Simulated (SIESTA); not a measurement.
## Ti3Se under changes of volume

One of the cells (17.581 Å³/atom); the others are scaled copies at fixed shape and fractional positions:

```
Se Ti
1.0
     3.19745    0.00000    0.00000
    -1.59872    2.76907    0.00000
     0.00000    0.00000    7.94275
Se Ti
1 3
Direct
  0.00000 0.00000 0.00000
  0.66667 0.33333 0.50000
  0.33333 0.66667 0.77290
  0.33333 0.66667 0.22710
```

The cell comes from a database or a generator and needn't be the stable form of this composition.

| Item | Value |
| --- | --- |
| Program | SIESTA 5.4.2 |
| Functional | LDA |
| Potentials or basis | PseudoDojo 0.4 standard (LDA files) |
| Basis | DZP (energy shift 0.003 Ry; two zetas on semicore shells) |
| Grid cutoff | 800 Ry |
| Energy shift | 0.003 Ry |
| k mesh | 10 × 10 × 4 |
| Occupations | fermi-dirac, width 0.05 eV |
| Spin | no spin polarisation |

```tsv
volume (Å³/atom)	energy over the lowest point (meV/atom)	pressure (GPa)	largest force (eV/Å)
16.526	0.00	1.0	0.508
16.878	0.87	-1.7	0.415
17.230	7.41	-4.1	0.330
17.581	19.01	-6.3	0.256
17.933	35.08	-8.2	0.187
18.284	55.24	-10.0	0.127
18.636	?	?	?
```

Question: What does the run at 18.636 Å³/atom give?

Answer: Energy over the lowest point 79.01 meV/atom; pressure -11.6 GPa; largest force 0.074 eV/Å.

Worked out: A Birch-Murnaghan fit of order 3 (a polynomial in V^(-2/3)) to the other rows has its minimum at 16.65 Å³/atom with B0 = V·E''(V) = 131 GPa and B' = 4.3 at fixed shape and positions, which overstates the stiffness. It gives 79.04 meV/atom at 18.636 Å³/atom, against the run's 79.01, and -dE/dV = -11.6 GPa, against -11.6.

Energies are extrapolated to zero smearing.

Caveats: the basis of atomic orbitals isn't converged, which shifts pressures, moduli and gaps.
